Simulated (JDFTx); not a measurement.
Crystal: BiS.

```
Bi S
1.0
     4.00294    0.00000    0.00000
     0.00000    4.00294    0.00000
     0.00000    0.00000    4.00294
Bi S
1 1
Direct
  0.50000 0.50000 0.50000
  0.00000 0.00000 0.00000
```

The cell was built by a generator and needn't be a form met in nature.

```yaml
Program: JDFTx 1.7.0 (patched build)
Task: relaxation of cell and atoms
Functional: PBE
Dispersion: D3
Potentials_or_basis: PseudoDojo-SR-PBE-0.4.1-standard (Bi) + PseudoDojo-SR-PBE-0.5-standard (S) with smoothed tails
Cutoff: 898 eV
Density_cutoff: 7184 eV
k_mesh: 7 × 7 × 7
Occupations: fermi-dirac, width 0.05 eV
Spin: no spin polarisation
```

At the start: pressure -11.1 GPa; volume 32.07 Å³/atom.

Where does the relaxation end?

Over 8 steps the energy falls by 466.4 meV/atom and the volume is 22.67 Å³/atom (-29.3 %); space group Pm-3m (No. 221, to 0.05 Å).

The path:
```
step  energy change (eV)  largest force (eV/Å)  pressure (GPa)  volume (Å³)
   1              0.0000                0.0000          -11.06        64.14
   2             -0.5189                0.0000           -9.78        56.38
   3             -0.8171                0.0000            9.25        40.96
   4             -0.9294                0.0000           -1.28        46.18
   5             -0.9327                0.0000           -0.13        45.43
   6             -0.9328                0.0000            0.00        45.35
   7             -0.9328                0.0000            0.00        45.35
   8             -0.9328                0.0000            0.00        45.35
```

Final structure:
```yaml
crystal:
  lattice:
    - [3.56607, 0.00000, 0.00000]
    - [0.00000, 3.56607, 0.00000]
    - [0.00000, 0.00000, 3.56607]
  atoms:
    - { symbol: Bi, position: [0.50000, 0.50000, 0.50000] }
    - { symbol: S, position: [0.00000, 0.00000, 0.00000] }
```

Caveat: the volume moved by over 15 % at a fixed basis, so the end points are rough; the plane waves are those of the starting cell, so after so large a change of volume the result is rough; pairwise dispersion overbinds metals, which lowers pressure and volume.
